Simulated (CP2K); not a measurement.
Runs of CP2K 2026.2 on WS. Symmetry: Pm-3m, No. 221, cubic system. Conventional cell: a = 3.008 Å, b = 3.008 Å, c = 3.008 Å, α = 90.00°, β = 90.00°, γ = 90.00°. W (site symmetry m-3m) has 8 S at 2.60 Å as nearest neighbours. S (site symmetry m-3m) has 8 W at 2.60 Å as nearest neighbours. The cell was built by a generator and needn't be a form met in nature.

| task | level | potentials or basis | cell | k mesh | smearing | EPS_DEFAULT | NGRIDS | EXTRAPOLATION | optimiser | most steps | gap on the mesh (eV) | pressure (GPa) | V0 of scaled cells (Å³/atom) | relaxed volume (Å³/atom) | B0 (GPa) |
| --- | --- | --- | --- | --- | --- | --- | --- | --- | --- | --- | --- | --- | --- | --- | --- |
| relaxation of cell and atoms | revPBE+D3 | POTENTIAL_UZH W GTH-PBE-q14, S GTH-PBE-q6; DZVP-MOLOPT-PBE-GTH basis | relaxed | 7 × 7 × 7 | fermi-dirac 0.05 eV | 1.0E-9 | 5 | USE_PREV_P | BFGS | 40 | none | 0.0 | - | 13.06 | - |
| band structure | PBE | POTENTIAL_UZH W GTH-PBE-q14, S GTH-PBE-q6; TZVP-MOLOPT-PBE-GTH basis | as given | 9 × 9 × 9 | fermi-dirac 0.05 eV | 1.0E-9 | 4 | - | - | - | none | -1.4 | - | - | - |
| equation of state | PBE | POTENTIAL_UZH W GTH-PBE-q14, S GTH-PBE-q6; TZVP-MOLOPT-PBE-GTH basis | as given | 9 × 9 × 9 | fermi-dirac 0.05 eV | 1.0E-10 | 5 | - | - | - | - | - | (b) | - | (c) |
| equation of state | PBEsol | POTENTIAL_UZH W GTH-PBE-q14, S GTH-PBE-q6; TZVP-MOLOPT-PBE-GTH basis | as given | 9 × 9 × 9 | fermi-dirac 0.05 eV | 1.0E-10 | 4 | - | - | - | - | - | 13.19 | - | 268 |
| relaxation of cell and atoms | revPBE+D3(BJ) | POTENTIAL_UZH W GTH-PBE-q14, S GTH-PBE-q6; DZVP-MOLOPT-PBE-GTH basis | relaxed | 7 × 7 × 7 | fermi-dirac 0.05 eV | 1.0E-9 | 5 | USE_PREV_P | BFGS | 40 | none | 0.0 | - | 12.84 | - |
| single point | PBE | POTENTIAL_UZH W GTH-PBE-q14, S GTH-PBE-q6; TZVP-MOLOPT-PBE-GTH basis | as given | 9 × 9 × 9 | fermi-dirac 0.05 eV | 1.0E-10 | 5 | - | - | - | none | -1.4 | - | - | - |
| band structure | r2SCAN | POTENTIAL_UZH W GTH-SCAN-q14, S GTH-SCAN-q6; TZVP-MOLOPT-SCAN-GTH basis | as given | 9 × 9 × 9 | fermi-dirac 0.0259 eV | 1.0E-9 | 5 | - | - | - | none | -4.4 | - | - | - |
| relaxation of cell and atoms | revPBE | POTENTIAL_UZH W GTH-PBE-q14, S GTH-PBE-q6; DZVP-MOLOPT-PBE-GTH basis | relaxed | 7 × 7 × 7 | fermi-dirac 0.05 eV | 1.0E-9 | 5 | USE_PREV_P | BFGS | 40 | none | 0.0 | - | 13.65 | - |
| relaxation of cell and atoms | revPBE+D3(BJ)+ATM | POTENTIAL_UZH W GTH-PBE-q14, S GTH-PBE-q6; DZVP-MOLOPT-PBE-GTH basis | relaxed | 7 × 7 × 7 | fermi-dirac 0.05 eV | 1.0E-9 | 5 | USE_PREV_P | BFGS | 40 | none | 0.0 | - | (a) | - |
| relaxation of cell and atoms | revPBE+D4 | POTENTIAL_UZH W GTH-PBE-q14, S GTH-PBE-q6; DZVP-MOLOPT-PBE-GTH basis | relaxed | 7 × 7 × 7 | fermi-dirac 0.05 eV | 1.0E-9 | 5 | USE_PREV_P | BFGS | 40 | none | 0.0 | - | 12.99 | - |
| band structure | PBEsol | POTENTIAL_UZH W GTH-PBE-q14, S GTH-PBE-q6; TZVP-MOLOPT-PBE-GTH basis | as given | 9 × 9 × 9 | fermi-dirac 0.05 eV | 1.0E-9 | 5 | - | - | - | none | -7.8 | - | - | - |
| band structure | PBE | POTENTIAL_UZH W GTH-PBE-q14, S GTH-PBE-q6; TZVP-MOLOPT-PBE-GTH basis | as given | 9 × 9 × 9 | fermi-dirac 0.01 eV | 1.0E-9 | 4 | - | - | - | none | -1.3 | - | - | - |

Alike in all rows: no spin polarisation.

Fill in the values left out.

(a) 12.91; (b) 13.53; (c) 244.

Caveats: the basis of atomic orbitals isn't converged, which shifts pressures, moduli and gaps; the potentials were made for another functional, which shifts forces and pressure (some runs); pairwise dispersion overbinds metals, which lowers pressure and volume (some runs).

A k mesh can miss the band edges, and the runs leave out spin-orbit coupling on W.

A gap of «none» marks a metal or a gap under the smearing width.

Not every run made on this cell is shown here.
